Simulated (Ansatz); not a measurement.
# Cl₂H₂O₂Ti: up Jacob's ladder to CCSD(T)

The task here is to estimate one member of a computed series from the others.

Method: functionals in def2-TZVPP, the program's frozen cores in correlated methods; program: Ansatz 0.2.0, Gaussian basis.

Levels to be run: LDA (SPW92), PBE-D4, revPBE-D4, BLYP-D4, r2SCAN-D4, B97M-V, PBE0-D4, B3LYP-D4, r2SCANh-D4, r2SCAN0-D4, HSE06-D4, BHLYP-D4, CAM-B3LYP-D4, LC-ωPBE, ωB97X-V, ωB97M-V, B2PLYP, PBE-QIDH; CCSD(T)/def2-SVP; CCSD(T)/def2-TZVPP; MP2/def2-QZVPP; extrapolation to the limit; RPA on PBE.

## The relaxed structure

An earlier PBE0-D4 in a triple-zeta def2 set relaxation fixed the geometry.

SMILES `[OH][Ti]([OH])([Cl])[Cl]`, 7 atoms, charge 0, spin multiplicity 1.

Atoms are counted from 1 here; the program's logs count them from 0.

Bond lengths: O1–Ti2 1.759 Å, O1–H6 0.958 Å, Ti2–O3 1.768 Å, Ti2–Cl4 2.199 Å, Ti2–Cl5 2.199 Å, O3–H7 0.959 Å. Angles: Ti2–O1–H6 142.1°, O1–Ti2–O3 109.1°, O1–Ti2–Cl4 109.1°, O1–Ti2–Cl5 109.1°, O3–Ti2–Cl4 110.2°, O3–Ti2–Cl5 110.2°, Cl4–Ti2–Cl5 109.0°, Ti2–O3–H7 133.7°.

The first run:

File in.yaml:

```yaml
crystal:
  periodic: [false, false, false]
  atoms:
    - {symbol: O, position_ang: [-1.057219, 0.222832, 0.982553]}
    - {symbol: Ti, position_ang: [0.074727, 0.089141, -0.356944]}
    - {symbol: O, position_ang: [1.448018, -0.905958, 0.142761]}
    - {symbol: Cl, position_ang: [-0.945842, -0.831514, -2.073498]}
    - {symbol: Cl, position_ang: [0.760375, 2.100152, -0.923913]}
    - {symbol: H, position_ang: [-1.896749, 0.614353, 1.225741]}
    - {symbol: H, position_ang: [1.677889, -1.356905, 0.957601]}
basis:
  gaussian: {orbitals: def2-TZVPP}
hamiltonian: {xc: lda}
output: {orbitals: {seedname: orbitals}}
```

Steps of the session up to this table: LDA; PBE-D4 (GGA); revPBE-D4 (GGA); BLYP-D4 (GGA); r2SCAN-D4 (meta-GGA); B97M-V (meta-GGA); PBE0-D4 (hybrid); B3LYP-D4 (hybrid); r2SCANh-D4 (hybrid); r2SCAN0-D4 (hybrid); HSE06-D4 (hybrid); BHLYP-D4 (hybrid); CAM-B3LYP-D4 (range-separated); LC-ωPBE-D4 (range-separated; the results give it without D4); ωB97X-V (range-separated); ωB97M-V (range-separated); B2PLYP (double hybrid); PBE-QIDH (double hybrid).

One table of the session follows, with a row left open; its other results are not shown here.

It belongs to the step «Frontier levels by functional». 

| functional | HOMO (eV) | LUMO (eV) | gap (eV) |
| --- | --- | --- | --- |
| LDA (SPW92) | -7.71 | -3.84 | 3.87 |
| PBE-D4 | -7.55 | -3.62 | 3.93 |
| revPBE-D4 | -7.49 | -3.54 | 3.95 |
| BLYP-D4 | -7.39 | -3.51 | 3.88 |
| r2SCAN-D4 | -7.92 | -3.58 | 4.35 |
| B97M-V | -8.00 | -3.57 | 4.43 |
| PBE0-D4 | -8.95 | -2.71 | 6.24 |
| B3LYP-D4 | -8.67 | -2.97 | 5.70 |
| r2SCANh-D4 | -8.43 | -3.22 | 5.21 |
| r2SCAN0-D4 | -9.20 | -2.67 | 6.53 |
| HSE06-D4 | -8.55 | -3.09 | 5.45 |
| BHLYP-D4 | -10.21 | -1.62 | 8.58 |
| CAM-B3LYP-D4 | -10.28 | -1.64 | 8.64 |
| LC-ωPBE | ? | ? | ? |
| ωB97X-V | -11.30 | -0.54 | 10.76 |
| ωB97M-V | -11.14 | -0.52 | 10.62 |

**Question.** Estimate the row for LC-ωPBE.

The run gave: HOMO (eV): -11.67; LUMO (eV): -0.55; gap (eV): 11.12. In the column «HOMO (eV)» it is the lowest.
